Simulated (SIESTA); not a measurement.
NaSrNbBiO6:

```
CELL_PARAMETERS angstrom
0.00000 4.20967 4.20967
4.20967 0.00000 4.20967
4.20967 4.20967 0.00000
ATOMIC_POSITIONS crystal
Bi 0.00000 0.00000 0.00000
Nb 0.50000 0.50000 0.50000
Sr 0.75000 0.75000 0.75000
Na 0.25000 0.25000 0.25000
O 0.73759 0.73759 0.26241
O 0.26241 0.26241 0.73759
O 0.73759 0.26241 0.73759
O 0.26241 0.73759 0.26241
O 0.26241 0.73759 0.73759
O 0.73759 0.26241 0.26241
```

The cell comes from a database or a generator and needn't be the stable form of this composition.

* Program: SIESTA 5.4.2
* Task: single point
* Functional: PBE
* Potentials or basis: PseudoDojo 0.4 standard (PBE files)
* Basis: DZP (energy shift 0.003 Ry; two zetas on semicore shells; d shell added on Sr)
* Grid cutoff: 800 Ry
* Energy shift: 0.003 Ry
* k mesh: 6 × 6 × 6
* Occupations: fermi-dirac, width 0.05 eV
* Spin: no spin polarisation

On this cell: pressure 1.3 GPa; largest force 0.215 eV/Å; band gap on the k mesh none (metal or under the smearing width).

The same run follows on a disturbed copy (atoms moved at random, drawn with an rms of 0.05 Å):

```
Bi Nb Sr Na O
1.0
     0.00000    4.20967    4.20967
     4.20967    0.00000    4.20967
     4.20967    4.20967    0.00000
Bi Nb Sr Na O
1 1 1 1 6
Direct
  0.99825 0.99843 0.00731
  0.49421 0.50278 0.50179
  0.73253 0.75261 0.75071
  0.26362 0.24217 0.24829
  0.72650 0.73349 0.27070
  0.26558 0.26130 0.74113
  0.73247 0.26372 0.74391
  0.25889 0.73944 0.25925
  0.26569 0.74074 0.73416
  0.73857 0.27961 0.25301
```

What changes?

The energy (extrapolated to zero smearing) moves by +6.7 meV/atom; pressure 2.1 GPa; largest force 1.086 eV/Å; band gap on the k mesh none (metal or under the smearing width).

Forces on the atoms (eV/Å):
```
Bi  -0.103 -0.836 -0.094
Nb  -0.047  0.458 -0.203
Sr   0.038  0.191 -0.060
Na  -0.004 -0.057 -0.025
O    0.200  0.011  1.068
O   -0.167 -0.042 -0.329
O   -0.005 -0.157 -0.017
O    0.044  0.455 -0.117
O    0.350 -0.030  0.011
O   -0.311  0.008 -0.226
```

Stress tensor (GPa, compression positive):
```
 1.93 -0.43 -0.27
-0.43  1.86  0.28
-0.27  0.28  2.42
```

Caveats: spin-orbit coupling is left out, which moves the levels of the heavy elements; the basis of atomic orbitals isn't converged, which shifts pressures, moduli and gaps; an odd number of electrons without spin polarisation forces a metal; a magnetic or distorted state may lie lower.
